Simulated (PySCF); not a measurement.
**F2Ge: atomic charges with PBE**

F2Ge, in a box:

```
CELL_PARAMETERS angstrom
11.00000 0.00000 0.00000
0.00000 12.00000 0.00000
0.00000 0.00000 10.00000
ATOMIC_POSITIONS crystal
F 0.44148 0.40034 0.46252
Ge 0.56088 0.46755 0.54429
F 0.50544 0.60316 0.52868
```

```json
{
 "Program": "PySCF 2.14.0",
 "Task": "atomic charges",
 "Functional": "PBE",
 "Potentials or basis": "pob-tzvp-rev2 (all-electron)",
 "k mesh": "1 × 1 × 1",
 "Occupations": "fixed",
 "Spin": "no spin polarisation",
 "Exponents discarded below (exp_to_discard)": "0 1/bohr^2",
 "conv_tol": "1e-07 Ha",
 "max_cycle": "60",
 "Relativity": "none",
 "Coulomb method": "Gaussian density fitting (GDF)",
 "Grid for exchange and correlation": "Becke, atom-centred"
}
```

| Item | Value |
| --- | --- |
| Gap between the frontier levels | 4.37 eV |
| Meta-löwdin charges | F -0.43; Ge +0.86 e |

Levels at points of the mesh, in eV from the valence-band top:
| k point | band 22 | band 23 | band 24 | band 25 | band 26 | band 27 | band 28 | band 29 |
| --- | --- | --- | --- | --- | --- | --- | --- | --- |
| (0.00, 0.00, 0.00) | -2.67 | -2.06 | -1.65 | 0.00 | 4.37 | 7.50 | 8.33 | 17.87 |

Wall time 25 s on 2 threads of Intel(R) Xeon(R) Processor @ 2.70GHz, with other jobs on the host, peak memory 1.9 GiB.

Caveat: this is a molecule in a periodic box at the Γ point, so its band gap is the HOMO-LUMO gap; population charges move with the basis; relativity is left out, which matters for the heavier elements; the basis of atomic orbitals isn't converged, which shifts pressures, moduli and gaps. Expect the measured gap to be larger: semilocal functionals such as PBE lack the derivative discontinuity.
